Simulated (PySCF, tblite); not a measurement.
**C₈H₉ClSi: geometry, infrared bands and NMR shifts**

What infrared bands and NMR shifts should C₈H₉ClSi (`C#C/C=C1/[SiH2]C(=C)C[C@@H]1Cl`) show?

The runs use tblite 0.8.0 and PySCF 2.14.0, with density-fitted response routines of our own; the level of theory stands in each step. All values are computed, except where a source is named. Atoms count from 0, in the outputs and in this text.

### 1 The starting structure

19 atoms, charge 0, multiplicity 1; geometry from: force field or distance geometry start.

Bonds of the start (Å): C0–C1 1.19, C1–C2 1.44, C2–C3 1.34, C3–Si4 1.90, Si4–C5 1.88, C5–C6 1.33, C5–C7 1.51, C7–C8 1.55, C8–Cl9 1.80, C8–C3 1.51, C0–H10 1.07, C2–H11 1.07, Si4–H12 1.48, Si4–H13 1.49, C6–H14 1.08, C6–H15 1.10, C7–H16 1.10, C7–H17 1.09, C8–H18 1.10.

### 2 Geometry optimisation with GFN2-xTB

The job: settings as JSON, then the geometry in Å.

```
{"job": {"kind": "relax", "xc": "GFN2-xTB", "basis": "xTB"}, "charge": 0, "multiplicity": 1}
C      0.782600     3.185600    -2.586600
C      1.122500     2.247700    -1.945800
C      1.559200     1.118900    -1.167600
C      0.685700     0.327600    -0.537000
Si     1.195100    -1.146700     0.547600
C     -0.511700    -1.332400     1.304900
C     -0.954700    -2.370300     2.016400
C     -1.314700    -0.108200     0.919500
C     -0.818800     0.446800    -0.439000
Cl    -1.579500    -0.438600    -1.803900
H      0.455300     4.021500    -3.168800
H      2.617400     0.934400    -1.132800
H      2.202800    -0.741200     1.556900
H      1.585500    -2.323100    -0.276100
H     -0.334700    -3.225400     2.247900
H     -1.976600    -2.395000     2.410700
H     -2.392400    -0.336000     0.884200
H     -1.182600     0.649200     1.689500
H     -1.150400     1.494300    -0.527400
```

Launch:

```bash
$ OMP_NUM_THREADS=1 python probes_run.py task.json out
```

This one command runs all jobs of the session in turn.

The program printed:

```text
step      E/eV     max force
  0    -758.32735    2.652
  1    -758.24027    6.043
  2    -758.42281    0.536
  3    -758.43889    0.418
  4    -758.45779    0.697
  5    -758.46689    0.261
  6    -758.47282    0.245
  7    -758.47913    0.372
  8    -758.48390    0.307
  9    -758.48745    0.154
 10    -758.49007    0.104
 11    -758.49186    0.124
 12    -758.49312    0.083
 13    -758.49435    0.097
 14    -758.49569    0.107
 15    -758.49682    0.110
 16    -758.49753    0.062
 17    -758.49807    0.058
 18    -758.49870    0.067
 19    -758.49943    0.082
 20    -758.50010    0.065
 21    -758.50066    0.051
 22    -758.50121    0.066
 23    -758.50181    0.076
 24    -758.50232    0.049
 25    -758.50267    0.039
 26    -758.50296    0.047
 27    -758.50333    0.080
 28    -758.50378    0.088
 29    -758.50422    0.057
 30    -758.50457    0.046
 31    -758.50488    0.045
 32    -758.50523    0.058
 33    -758.50558    0.047
 34    -758.50589    0.041
 35    -758.50621    0.046
 36    -758.50665    0.078
 37    -758.50728    0.090
 38    -758.50797    0.063
 39    -758.50851    0.059
 40    -758.50891    0.044
 41    -758.50928    0.059
 42    -758.50960    0.054
 43    -758.50984    0.028
 44    -758.50998    0.020
 45    -758.51006    0.018
 46    -758.51014    0.021
 47    -758.51022    0.021
 48    -758.51029    0.018
 49    -758.51034    0.016
 50    -758.51038    0.014
 51    -758.51041    0.015
 52    -758.51044    0.015
 53    -758.51047    0.014
 54    -758.51050    0.014
 55    -758.51052    0.012
 56    -758.51054    0.009
```

It took 0.97 s on 1 thread of Arm Neoverse N1, shared host; peak memory 0.18 GiB.

Relaxation path: (not every step is listed) (the energy doesn't fall at every step)

```
step  energy from step 0 (eV)  largest force (eV/Å)
   0                   0.0000                2.6524
   1                   0.0871                6.0430
   2                  -0.0955                0.5356
   3                  -0.1115                0.4178
   4                  -0.1304                0.6966
   5                  -0.1395                0.2613
   6                  -0.1455                0.2454
   7                  -0.1518                0.3717
   8                  -0.1565                0.3073
  12                  -0.1658                0.0831
  16                  -0.1702                0.0624
  20                  -0.1727                0.0652
  24                  -0.1750                0.0494
  28                  -0.1764                0.0877
  32                  -0.1779                0.0583
  36                  -0.1793                0.0779
  40                  -0.1816                0.0443
  44                  -0.1826                0.0195
  48                  -0.1829                0.0175
  51                  -0.1831                0.0150
  52                  -0.1831                0.0150
  53                  -0.1831                0.0141
  54                  -0.1831                0.0140
  55                  -0.1832                0.0117
  56                  -0.1832                0.0093
```

Close pairs (by a distance rule), those that changed most:

```
   bond  before (Å)  after (Å)  change (Å)
  C1–C2       1.439      1.408      -0.031
  C7–C8       1.549      1.523      -0.026
Si4–H13       1.488      1.462      -0.026
 C0–H10       1.070      1.049      -0.021
  C3–C8       1.512      1.495      -0.018
Si4–H12       1.483      1.466      -0.016
  C0–C1       1.186      1.202      +0.016
 C6–H15       1.096      1.080      -0.015
```

The next job starts from the end point, and lists it.

### 3 Vibrational analysis with GFN2-xTB

The job: settings as JSON, then the geometry in Å.

```
{"job": {"kind": "ir", "xc": "GFN2-xTB", "basis": "xTB"}, "charge": 0, "multiplicity": 1}
C      0.643560     3.171317    -2.533993
C      1.057058     2.244215    -1.890103
C      1.528107     1.147847    -1.143423
C      0.740840     0.312539    -0.457316
Si     1.234286    -1.202766     0.550857
C     -0.502060    -1.313417     1.283309
C     -1.033254    -2.309840     1.972851
C     -1.267186    -0.067945     0.915231
C     -0.746877     0.451087    -0.418977
Cl    -1.402589    -0.601040    -1.736871
H      0.289717     3.979608    -3.101271
H      2.600363     0.999211    -1.152817
H      2.273658    -0.883387     1.534587
H      1.608942    -2.351350    -0.273240
H     -0.461836    -3.187108     2.225464
H     -2.056522    -2.294192     2.318867
H     -2.342899    -0.247635     0.878979
H     -1.077144     0.702274     1.670890
H     -1.095967     1.459833    -0.650486
```

The program printed:

```text
mode    cm-1     km/mol
  1      31.0      0.24
  2      67.1      0.29
  3      92.0      0.20
  4     105.5      1.03
  5     158.2      1.40
  6     237.4      0.84
  7     282.9      0.38
  8     317.0      1.30
  9     335.2      0.81
 10     352.7      2.43
 11     357.9      1.21
 12     454.7     10.14
 13     461.1     18.86
 14     511.3     60.12
 15     540.3     27.36
 16     602.0     28.37
 17     626.6     53.35
 18     632.2     45.24
 19     638.8     19.89
 20     679.4    196.35
 21     683.3      8.91
 22     701.9     21.32
 23     763.4     67.44
 24     783.5    220.72
 25     836.4      1.60
 26     912.4     24.56
 27     927.3      4.22
 28     956.3      4.78
 29    1013.2     16.67
 30    1040.6      0.71
 31    1107.9     10.14
 32    1150.6      9.48
 33    1174.6     11.29
 34    1200.1     19.37
 35    1232.6      0.95
 36    1268.8      2.18
 37    1300.9      0.46
 38    1421.1      0.32
 39    1452.0      9.35
 40    1644.6     32.14
 41    1700.0      4.32
 42    2238.7    374.24
 43    2241.4     25.33
 44    2273.1    223.72
 45    2927.8     26.14
 46    2947.3     15.81
 47    2984.5     22.22
 48    3043.5     27.99
 49    3066.7     45.23
 50    3111.8     32.85
 51    3395.3      3.88
```

It took 1.7 s on 1 thread of Arm Neoverse N1, shared host; peak memory 0.18 GiB.

Which atoms move in the most intense modes:

```
cm⁻¹  km/mol                                 atoms
 511    60.1           H12 25 %, H13 25 %, C5 19 %
 627    53.4           H12 23 %, H13 18 %, C5 12 %
 632    45.2                     H10 55 %, C8 11 %
 679   196.3          Si4 23 %, H12 12 %, H13 11 %
 763    67.4  H13 18 %, C2 17 %, H12 17 %, C8 10 %
 784   220.7          H12 30 %, H13 29 %, Si4 10 %
2239   374.2                              H12 90 %
2273   223.7                              H13 95 %
```

### 4 NMR shieldings: PBE0/pcSseg-1

Settings changed since step 3:

```diff
@@ -1,2 +1,2 @@
-{"job": {"kind": "ir", "xc": "GFN2-xTB", "basis": "xTB"}, "charge": 0, "multiplicity": 1}
+{"job": {"kind": "nmr", "xc": "PBE0", "basis": "pcSseg-1"}, "charge": 0, "multiplicity": 1}
 C      0.643560     3.171317    -2.533993
```

Method: GIAO PBE0/pcSseg-1 NMR shielding, non-relativistic, gas phase.

The program printed:

```text
coarse grid: 17520 points
cycle   1  E = -1059.0123499199  dE =  1.439e+00  |g| = 4.610e-01  |ddm| = 4.356e+00
cycle   2  E = -1059.0160673276  dE = -3.717e-03  |g| = 4.586e-01  |ddm| = 1.079e+00
cycle   3  E = -1059.0694050123  dE = -5.334e-02  |g| = 6.485e-02  |ddm| = 5.385e-01
cycle   4  E = -1059.0700619347  dE = -6.569e-04  |g| = 4.090e-02  |ddm| = 1.038e-01
cycle   5  E = -1059.0704339927  dE = -3.721e-04  |g| = 1.706e-02  |ddm| = 4.960e-02
cycle   6  E = -1059.0705037053  dE = -6.971e-05  |g| = 4.038e-03  |ddm| = 1.664e-02
cycle   7  E = -1059.0705077291  dE = -4.024e-06  |g| = 1.297e-03  |ddm| = 4.931e-03
final grid: 161688 points
cycle   8  E = -1059.1317970350  dE = -4.256e-05  |g| = 8.329e-03  |ddm| = 5.016e-02
cycle   9  E = -1059.1317851967  dE =  1.184e-05  |g| = 1.061e-02  |ddm| = 2.020e-02
cycle  10  E = -1059.1318134555  dE = -2.826e-05  |g| = 2.564e-03  |ddm| = 1.328e-02
cycle  11  E = -1059.1318150619  dE = -1.606e-06  |g| = 4.981e-04  |ddm| = 2.854e-03
cycle  12  E = -1059.1318151209  dE = -5.898e-08  |g| = 1.222e-04  |ddm| = 5.653e-04
cycle  13  E = -1059.1318151242  dE = -3.342e-09  |g| = 4.243e-05  |ddm| = 1.556e-04
cycle  14  E = -1059.1318151246  dE = -4.006e-10  |g| = 1.362e-05  |ddm| = 4.701e-05
converged SCF energy = -1059.1318151246

GIAO shielding tensors (ppm)
atom      isotropic    diamagn.    paramagn.     s11        s22        s33       span
  0 C       87.456     259.264    -171.808     34.501     46.495    181.372    146.871
  1 C      102.633     253.522    -150.889      3.346      6.427    298.127    294.780
  2 C       58.651     252.792    -194.141    -46.809     69.762    153.000    199.808
  3 C       20.650     262.930    -242.281    -94.680      8.725    147.904    242.584
  4 Si     403.905     881.124    -477.219    371.227    383.930    456.559     85.332
  5 C       34.437     262.935    -228.498    -72.502     23.945    151.867    224.369
  6 C       48.752     248.714    -199.962    -73.338     62.782    156.811    230.149
  7 C      134.340     247.102    -112.761    115.724    138.467    148.830     33.106
  8 C      118.840     244.443    -125.603    101.163    119.871    135.487     34.325
  9 Cl     718.956    1148.060    -429.104    399.956    717.666   1039.245    639.289
 10 H       28.296      34.336      -6.040     24.509     25.230     35.150     10.642
 11 H       25.555      28.285      -2.730     21.191     26.064     29.409      8.218
 12 H       27.058      28.801      -1.742     23.628     25.182     32.365      8.737
 13 H       26.864      28.760      -1.896     24.215     24.557     31.822      7.607
 14 H       25.637      28.432      -2.796     21.936     24.199     30.774      8.838
 15 H       25.232      29.109      -3.877     21.277     24.453     29.966      8.689
 16 H       28.896      31.823      -2.927     25.020     28.352     33.316      8.296
 17 H       28.780      30.537      -1.757     24.579     27.356     34.405      9.826
 18 H       26.278      31.844      -5.566     22.940     24.659     31.236      8.296
```

Wall time 85 s (1 thread of Arm Neoverse N1, shared host); peak memory 1.1 GiB.

Shifts follow as δ = σ(reference) − σ, with reference shieldings (ppm) from runs at the same level and on the same kind of geometry: ¹H TMS 31.72, ¹³C TMS 186.9, ²⁹Si TMS 349.2, ³⁵Cl HCl 950. The references are single molecules in the gas phase.

```
atoms                                                environment  σ (ppm)  δ (ppm)  δ scaled to CDCl3
   C3                            fully substituted alkene carbon     20.6    166.3              160.4
   C5                            fully substituted alkene carbon     34.4    152.5              146.9
   C6                                       terminal =CH2 carbon     48.8    138.2              132.9
   C2                                                  alkene CH     58.7    128.3              123.3
   C0                                     terminal alkyne carbon     87.5     99.5               95.2
   C1                                              alkyne carbon    102.6     84.3               80.4
   C8                                allylic sp3 CH bonded to Cl    118.8     68.1               64.5
   C7                                            allylic sp3 CH2    134.3     52.6               49.4
  H15                         hydrogen on a terminal =CH2 carbon    25.23     6.48               6.22
  H11                                   hydrogen on an alkene CH    25.55     6.16               5.92
  H14                         hydrogen on a terminal =CH2 carbon    25.64     6.08               5.84
  H18                 hydrogen on an allylic sp3 CH bonded to Cl    26.28     5.44               5.23
  H13  hydrogen on a silicon bonded to 2 C, in a 5-membered ring    26.86     4.85                  –
  H12  hydrogen on a silicon bonded to 2 C, in a 5-membered ring    27.06     4.66                  –
  H10                       hydrogen on a terminal alkyne carbon    28.30     3.42               3.33
  H17                             hydrogen on an allylic sp3 CH2    28.78     2.94               2.87
  H16                             hydrogen on an allylic sp3 CH2    28.90     2.82               2.76
  Si4           silicon bonded to 2 C, 2 H, in a 5-membered ring    403.9    -54.7                  –
  Cl9                                       chlorine bonded to C      719      231                  –
```

The scaled column applies a straight-line fit of computed shieldings to shifts measured in CDCl3, with any fitted terms for Cl, Br or S neighbours (root-mean-square error 0.16 ppm for H, 1.9 ppm for C).

The run also stored atomic charges by several schemes (e):

```
atoms  Mulliken    IAO  Hirshfeld  ESP fit
   C0     -0.34  -0.22      -0.09    -0.49
   C1      0.28  -0.03      -0.04     0.16
   C2     -0.06  -0.14      -0.03    -0.25
   C3     -0.37  -0.25      -0.09    -0.03
  Si4      0.77   0.73       0.33     0.39
   C5     -0.56  -0.25      -0.09     0.04
   C6     -0.05  -0.29      -0.09    -0.52
   C7     -0.04  -0.26      -0.08    -0.26
   C8     -0.25  -0.08       0.01    -0.16
  Cl9     -0.09  -0.12      -0.07    -0.13
```

Mayer bond orders: C0–C1 2.37, C1–C2 1.11, C2–C3 1.83, C3–Si4 0.84, Si4–C5 0.85, C5–C6 2.02, C5–C7 0.99, C7–C8 1.00, C8–Cl9 1.01, C8–C3 0.97.

Ring of atoms C3, Si4, C5, C7, C8: NICS(0) -0.6, NICS(1) -3.2, NICS(1)zz -2.4 ppm (means of both faces).

### 5 Summary of results

| quantity | value |
| --- | --- |
| strongest single infrared mode (GFN2-xTB) | 2239 cm⁻¹, 374 km/mol |
| zero-point energy (GFN2-xTB) | 84.3 kcal/mol |
| ¹³C shifts against TMS (PBE0/pcSseg-1) | 166.3, 152.5, 138.2, 128.3, 99.5, 84.3, 68.1, 52.6 ppm |
| ¹H shifts against TMS (PBE0/pcSseg-1) | 6.48, 6.16, 6.08, 5.44, 4.85, 4.66, 3.42, 2.94, 2.82 ppm |
| ²⁹Si shifts against TMS (PBE0/pcSseg-1) | -54.7 ppm |
| ³⁵Cl shifts against HCl (PBE0/pcSseg-1) | 231 ppm |

**Reading.** Relaxing lowered the energy by 0.183 eV in 56 steps; the close pair that moved most is C1–C2, from 1.439 to 1.408 Å. All 51 modes are real, so the xTB geometry is a minimum. GFN2-xTB is a fitted tight-binding method: band positions and strengths are rough. Its intensities can rank the bands wrongly. At PBE0/pcSseg-1: The largest span, 639 ppm, is at Cl9, where the paramagnetic term is -429 ppm.
